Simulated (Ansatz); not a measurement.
What does this script print? It uses the Ansatz DFT code, driven from Python.

`bde.py`:
```python
import logging
import sys

import ansatz as az
from ase import Atoms

logging.basicConfig(stream=sys.stdout, format='[%(levelname)s] %(message)s')
log = logging.getLogger('calc')
log.setLevel(logging.INFO)

BASIS_SET = 'def2-TZVP'
FUNCTIONAL = 'b3lyp'


def single_point(molecule, charge=0, unpaired=0):
    calc = molecule.calculation().basis(gaussian=BASIS_SET).functional(FUNCTIONAL)
    if charge:
        calc = calc.charge(charge)
    if unpaired:
        calc = calc.spin('collinear', total=unpaired)
    report = calc.run(threads=1, pin='off').report
    if report['published_state_doubts']:
        print('  doubts:', report['published_state_doubts'])
    return report['free_energy_ev']

def without(molecule, index):
    rest = az.Crystal.molecule()
    for i, site in enumerate(molecule.cartesian_sites):
        if i != index:
            rest = rest.atom(site.symbol, site.position_ang)
    return rest


def main() -> None:
    atoms = Atoms(['C', 'Sb', 'C', 'F', 'H', 'H', 'H', 'H', 'H', 'H'], positions=[
        (-0.2069, 1.3139, -0.7396),
        (0.304, -0.6978, -1.1365),
        (0.5595, -1.0864, 0.9594),
        (-1.5192, -1.2912, -1.066),
        (-1.01, 1.3873, 0.0415),
        (0.6412, 1.9516, -0.4467),
        (-0.6562, 1.8043, -1.67),
        (1.5493, -0.5566, 1.3167),
        (0.7007, -2.1637, 1.1754),
        (-0.2793, -0.7127, 1.5688),
    ])
    system = az.Crystal.molecule_from_ase(atoms)

    whole = single_point(system, 0)
    hydrogen = single_point(az.Crystal.molecule().atom('H', (0, 0, 0)), 0, 1)
    log.info(f'E(molecule) = {whole:.5f} eV, E(H) = {hydrogen:.5f} eV')
    for index in [9]:
        radical = single_point(without(system, index), 0, 1)
        log.info(f'H{index}: homolysis {(radical + hydrogen - whole):.3f} eV')


if __name__ == '__main__':
    main()
```

```console
$ python bde.py
[INFO] E(molecule) = -11431.70653 eV, E(H) = -13.66431 eV
[INFO] H9: homolysis 4.936 eV
```

Reading the output:
- Total energies depend on the basis set; only differences at equal settings carry meaning.
- The geometry is a force-field or estimated start, not a minimum of this method, and the basis set is short of its limit. All parts are taken at fixed geometry, without zero-point energy.
- def2 sets replace the cores of elements past krypton by effective core potentials.
- b3lyp holds the VWN-RPA fit, as in Gaussian; the form of ORCA and Turbomole is b3lyp5.
- The spin-orbit lowering of heavy atoms is left out.
- It ran for 15 s on 1 thread of Arm Neoverse V2, on a shared host, peak memory 0.5 GiB.
